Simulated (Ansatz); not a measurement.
# PO (SMILES O=[P]): U-revPBE/STO-3G

What is the electronic atomisation energy of PO at U-revPBE/STO-3G? 

The calculation is run with Ansatz 0.2.0.

36 further runs of the same task are left out: 5 that didn't finish, 31 set aside as unsound or not needed.

## 1. The system as given

PO: 2 atoms, total charge 0, spin state doublet. As SMILES, `O=[P]`. The coordinates come from a PBE0-D4/def2-TZVP relaxation.

Bond lengths: O1–P2 1.474 Å.

## 2. The energy at U-revPBE/STO-3G

The input, job.yaml:

```yaml
crystal:
  periodic: [false, false, false]
  atoms:
    - {symbol: O, position_ang: [0.000000, -0.000000, -0.009450]}
    - {symbol: P, position_ang: [-0.000000, 0.000000, 1.464540]}
basis:
  gaussian:
    orbitals: STO-3G
magnetization:
  spin_polarized: true
  initial_magnetization: 1
accuracy: high
hamiltonian:
  xc: {name: revPBE}
```

Launch:

```sh
$ ansatz run job.yaml --threads 1 --pin off --max-ram 3480MiB --events-out events.jsonl --progress --plain --runs-dir runs
```

The log of the run:

```text
Warning: RAYON_NUM_THREADS=1 ignored (pool sized by the plan → 1); use --threads N
Functional definition: revPBE
  name "revPBE"
  parameter kappa = 1.245
  parameter beta = 0.06672455060314922
  exchange = pbe_x(kappa = kappa, mu = beta*pi^2/3)
  correlation = pbe_c(beta = beta)
224 factors; integrals over basis functions are off by at most 1.2e-8 eV
mean field evaluation 1: about -11195.1708 eV, gradient 1.9e1 eV
mean field evaluation 2: about -11160.9690 eV, gradient 6.9e1 eV
mean field evaluation 4: about -11197.8522 eV, gradient 2.2e0 eV
mean field evaluation 8: about -11197.8672 eV, gradient 1.7e-1 eV
mean field evaluation 16: about -11197.8673 eV, gradient 1.1e-1 eV
mean field evaluation 32: about -11197.8673 eV, gradient 5.7e-3 eV
mean field -11197.86734598 eV, -411.5140347778 hartree, gradient 3.6e-8 eV, S^2 0.750213; 1 other end points of the search recorded, 0 dependent functions left out
reference -11197.86734725 eV, -411.5140348243 hartree; 12, 11 occupied and 2, 3 virtual orbitals, 224 factors
Total energy: -11197.86734725 eV, -411.5140348243 hartree
```

Wall time 0.99 s (1 thread of Intel Xeon Platinum 8488C (Sapphire Rapids), shared host); peak memory 0.12 GiB.

## 3. The O atom, same level

The input, molecule.yaml:

```yaml
crystal:
  periodic: [false, false, false]
  atoms:
    - symbol: O
      position_ang: [0.000000, 0.000000, 0.000000]
basis:
  gaussian:
    orbitals: STO-3G
magnetization:
  spin_polarized: true
  initial_magnetization: 2
hamiltonian:
  xc: {name: revPBE}
accuracy: high
```

Launch:

```sh
$ ansatz run molecule.yaml --threads 1 --pin off --max-ram 3480MiB --events-out events.jsonl --progress --plain --runs-dir runs
```

The log of the run, cut to the lines that bear on the results:

```text
Warning: RAYON_NUM_THREADS=1 ignored (pool sized by the plan → 1); use --threads N
[... 6 set-up lines as earlier in the session ...]
15 factors; integrals over basis functions are off by at most 1.1e-9 eV
mean field evaluation 1: about -2014.1042 eV, gradient 4.8e-12 eV
mean field evaluation 2: about -2014.1049 eV, gradient 2.3e-11 eV
mean field evaluation 4: about -2014.1039 eV, gradient 0.0e0 eV
mean field evaluation 8: about -2014.1047 eV, gradient 2.9e-2 eV
mean field -2014.10487446 eV, -74.0169889270 hartree, gradient 0.0e0 eV, S^2 2.000000; 2 other end points of the search recorded, 0 dependent functions left out
reference -2014.10487505 eV, -74.0169889489 hartree; 5, 3 occupied and 0, 2 virtual orbitals, 15 factors
Total energy: -2014.10487505 eV, -74.0169889489 hartree
```

It took 0.18 s on 1 thread of Intel Xeon Platinum 8488C (Sapphire Rapids), shared host.

## 4. The P atom, same level

The input, in.yaml:

```yaml
crystal:
  periodic: [false, false, false]
  atoms:
    - symbol: P
      position_ang: [0.000000, 0.000000, 0.000000]
basis:
  gaussian:
    orbitals: STO-3G
magnetization:
  spin_polarized: true
  initial_magnetization: 3
hamiltonian:
  xc: {name: revPBE}
accuracy: high
```

Run the same way, it converges to -337.28726 Eh (log not shown).

## 5. Outcome

At U-revPBE/STO-3G:

| quantity | value |
| --- | --- |
| molecule: total energy | -411.51403 Eh |
| molecule: ⟨S²⟩ | 0.750 |
| O atom: total energy | -74.01699 Eh |
| O atom: ⟨S²⟩ | 2.000 |
| P atom: total energy | -337.28726 Eh |
| P atom: ⟨S²⟩ | 3.750 |
| electronic atomisation energy | 5.709 eV |

What this shows: Taking the molecule apart into free atoms costs 5.71 eV (132 kcal/mol), before zero-point energy and without spin-orbit coupling. In a minimal basis such a difference can be off by several eV, whatever the method.
